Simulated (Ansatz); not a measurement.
# AlRu, space group Pm-3m: a breakdown of dispersion, smearing and cutoff terms

Computed with the Python package of Ansatz (0.2.0).

The script, `alru_terms.py`:
```python
# -*- coding: utf-8 -*-
import warnings

import ansatz

K_DENSITY = 3.4
OCCUPATIONS = "fermi_dirac"

warnings.simplefilter("ignore", ansatz.DeckWarning)

lattice = ansatz.Lattice.of(
    (2.9916, 0.0, 0.0),
    (0.0, 2.9916, 0.0),
    (0.0, 0.0, 2.9916),
)
sites = [
    ("Al", (0.0, 0.0, 0.0)),
    ("Ru", (0.5, 0.5, 0.5)),
]
crystal = ansatz.Crystal(lattice=lattice)
for symbol, position in sites:
    crystal = crystal.atom(symbol, position)

base = (
    crystal.calculation()
    .kpoints(density=K_DENSITY)
    .occupations(OCCUPATIONS)
)
with_term = base.functional("rpbe", dispersion="d3bj").basis(380).cutoff_correction(630).run(threads=1, pin="off").report
without = base.functional("rpbe").basis(380).run(threads=1, pin="off").report
finer = base.functional("rpbe").basis(630).run(threads=1, pin="off").report
removed = ansatz.free_energy_without(with_term, ansatz.EnergyTerm.DISPERSION)
print(f"dispersion term            {with_term['components']['e_disp']:.5f} eV")
print(f"F less dispersion          {removed:.5f} eV, run without it {without['free_energy_ev']:.5f} eV")
print(f"F less smearing term       {ansatz.free_energy_without(without, ansatz.EnergyTerm.SMEARING):.5f} eV")
print(f"estimated gain to 630 eV   {with_term['cutoff_correction']['energy_ev']:.5f} eV, found {finer['free_energy_ev'] - without['free_energy_ev']:.5f} eV")
```

```console
$ python alru_terms.py
dispersion term            -5.57672 eV
F less dispersion          -6427.67066 eV, run without it -6427.67066 eV
F less smearing term       -6427.60706 eV
estimated gain to 630 eV   -0.00700 eV, found -0.00698 eV
```

Total energies depend on the potentials; only differences at equal settings carry meaning. A total without «per atom» is that of the cell as typed. The cutoff lies under the one recommended for these potentials in some of the runs. Dispersion corrections can be off by several per cent in the lattices of metals, and by several GPa in the pressure at a fixed cell. For a metal this k-point mesh is coarse: on a finer one energies can move by several to tens of meV an atom and pressures by half a GPa or more, differences at one mesh by less. The structure is a deposited one; some such entries were measured under pressure or heat, so a shift against it needn't be the functional's error alone. The script silences the warnings on its input, which a real study should read. Wall time of the script: 2.4 s on 1 thread of Intel(R) Xeon(R) Platinum 8375C CPU @ 2.90GHz (Ice Lake), on a shared host, peak memory 0.38 GiB.

(A comment or docstring line of the script was reworded after the run, the code is as it ran; lines on the test bed's own set-up are left out of the output.)
